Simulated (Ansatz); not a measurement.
# C2H4AlFSi: the cost of one run

All numbers are computed with the Python package of Ansatz 0.2.0. The levels of theory stand in the script.

## Step 1: Starting point

Bond lengths: F1–Al2 1.860 Å, Al2–C3 1.821 Å, Al2–C4 1.769 Å, C3–C4 1.340 Å, C4–Si5 1.909 Å, C3–H6 1.114 Å, Si5–H7 1.464 Å, Si5–H8 1.447 Å, Si5–H9 1.521 Å. Angles (14 of 15 angles, heavy atoms first): F1–Al2–C3 156.7°, F1–Al2–C4 159.5°, C3–Al2–C4 43.8°, Al2–C3–C4 66.0°, Al2–C4–C3 70.2°, Al2–C4–Si5 142.9°, C3–C4–Si5 146.7°, Al2–C3–H6 143.7°, C4–C3–H6 150.2°, C4–Si5–H7 108.9°, C4–Si5–H8 108.9°, C4–Si5–H9 108.0°, H7–Si5–H8 112.4°, H7–Si5–H9 108.0°.

The script holds or builds the structure itself.

## Step 2: The code

run_methods.py reads:

```python
'''C2H4AlFSi at several levels of theory.'''

from pathlib import Path
import argparse

import ansatz as az
import numpy as np

parser = argparse.ArgumentParser(description='C2H4AlFSi at several levels of theory.')
parser.add_argument('--basis', required=True, help='basis')
args = parser.parse_args()

GEOMETRY = '''
F     2.37590   -2.79700   -0.32160
Al    1.57000   -1.12590   -0.18890
C     1.48780    0.69250   -0.14060
C     0.29880    0.09060   -0.00510
Si   -1.59140    0.30750    0.14750
H     2.10270    1.62020   -0.17510
H    -2.14180   -0.82900    0.88860
H    -2.15850    0.42660   -1.17880
H    -1.85510    1.56830    0.95690
'''

system = az.Crystal.molecule()
for line in GEOMETRY.strip().splitlines():
    symbol, *xyz = line.split()
    system = system.atom(symbol, [float(v) for v in xyz])

calculation = system.calculation().basis(gaussian=args.basis)

print('functional    E (Ha)        dipole (D)   HOMO (eV)  LUMO (eV)')
for name in ['pbe0', 'r2scan', 'revpbe', 'r2scan0']:
    rep = calculation.functional(name).forces().orbitals().run(threads=1, backend='cpu', runs_dir='runs').report
    lines = Path(rep['orbitals_path']).read_text().splitlines()
    field_of = lambda key: [line.split('=')[1].strip() for line in lines if line.startswith(key)]
    orbitals = [(27.211386 * float(e), s, float(n)) for e, s, n in zip(field_of('Ene='), field_of('Spin='), field_of('Occup='))]
    homo = max(e for e, _, n in orbitals if n > 0.5)
    lumo = min(e for e, _, n in orbitals if n < 0.5)
    dipole = 4.803205 * np.linalg.norm(rep['charge_distribution']['dipole_moment_e_ang'])
    print(f'{name:10s} {rep["free_energy_ev"] / 27.211386246:14.6f} {dipole:9.3f} {homo:11.3f} {lumo:10.3f}')
```

## Step 3: The input behind the calls

The package turns the script's settings into the engine's input (first run):

```yaml
crystal:
  periodic: [false, false, false]
  atoms:
    - { symbol: F, position_ang: [2.3759, -2.797, -0.3216] }
    - { symbol: Al, position_ang: [1.57, -1.1259, -0.1889] }
    - { symbol: C, position_ang: [1.4878, 0.6925, -0.1406] }
    - { symbol: C, position_ang: [0.2988, 0.0906, -0.0051] }
    - { symbol: Si, position_ang: [-1.5914, 0.3075, 0.1475] }
    - { symbol: H, position_ang: [2.1027, 1.6202, -0.1751] }
    - { symbol: H, position_ang: [-2.1418, -0.829, 0.8886] }
    - { symbol: H, position_ang: [-2.1585, 0.4266, -1.1788] }
    - { symbol: H, position_ang: [-1.8551, 1.5683, 0.9569] }
basis:
  gaussian:
    orbitals: def2-SVP
hamiltonian:
  xc: pbe0
output:
  orbitals: {}
  forces: true
```

## Step 4: Launch

Started as:

```bash
python run_methods.py --basis def2-SVP
```

Q: Estimate wall time and peak memory on 1 thread of Intel Xeon Platinum 8488C (Sapphire Rapids), shared host.

About 25 s, with a peak of 0.29 GiB.
